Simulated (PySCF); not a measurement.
# A gas-phase reaction: Cl2H2OSi + F2 → Cl2FHOSi + FH

Wanted: the reaction energy for `O[SiH](Cl)Cl` + `FF` → `O[Si](F)(Cl)Cl` + `F`.

Programs: PySCF 2.14.0. All values are calculated, for the isolated system unless a continuum is named. Atoms count from 0, parts from 1.

## Step 1: The system as given

Each species was relaxed by itself at PBE0-D3(BJ)/def2-SVPD.

## Step 2: Energies of the species: wB97M-D3(BJ)/def2-TZVPD

What the job is given:

```
{"job": {"kind": "react", "xc": "wB97M-D3(BJ)", "basis": "def2-TZVPD"}, "charge": 0, "multiplicity": 1}
-1 Cl2H2OSi charge 0 multiplicity 1
O     -0.590720    -0.287910     1.231200
Si    -0.123560     0.295530    -0.234390
Cl    -0.270140    -1.158900    -1.689670
Cl     1.844400     0.912280    -0.191130
H     -0.123270    -1.032340     1.619970
H     -1.002750     1.429070    -0.562550

-1 F2 charge 0 multiplicity 1
F      0.687980    -0.034320     0.015330
F     -0.687980     0.034320    -0.015340

+1 Cl2FHOSi charge 0 multiplicity 1
O     -0.988690     0.575240    -0.732420
Si     0.165100    -0.025380     0.254970
F     -0.305610    -1.423720     0.910150
Cl     0.459270     1.323070     1.740400
Cl     1.905600    -0.416040    -0.738480
H     -1.245720     0.080290    -1.515140

+1 FH charge 0 multiplicity 1
F      0.458490    -0.030350     0.023410
H     -0.458490     0.030360    -0.023410
```

Method: wB97M-D3(BJ)/def2-TZVPD reaction energy of separated species, gas phase.

Command:

```sh
$ OMP_NUM_THREADS=1 python cluster_run.py task.json out
```

This one command runs all jobs of the session in turn.

**Question.** The jobs that follow are: PBE0-D3(BJ)/def2-TZVPD reaction energy of separated species, gas phase. Predict: reaction energy (wB97M-D3(BJ)/def2-TZVPD); ΔH, ΔG at 298 K (xTB thermal terms). Thermal terms come from harmonic xTB runs on each species.

As calculated:

| quantity | value |
| --- | --- |
| reaction energy (wB97M-D3(BJ)/def2-TZVPD) | -161.0 kcal/mol |
| ΔH, ΔG at 298 K (xTB thermal terms) | -159.5, -158.8 kcal/mol |
| range of the reaction energy over the runs of this table | -161.0 to -159.4 kcal/mol |

**Reading.** The reaction is exothermic by 159.5 kcal/mol in the gas phase; dispersion gives -0.05, and xTB itself gave -109.9 for the electronic energy (xTB energies and thermal terms come from the earlier relaxation of each species, not shown). No barrier was sought. xTB and this level differ widely in the electronic energy, so what comes from xTB (the thermal terms above all) is less safe here. The reaction energy runs from -161.0 (wB97M-D3(BJ)/def2-TZVPD) to -159.4 kcal/mol (PBE0-D3(BJ)/def2-TZVPD).
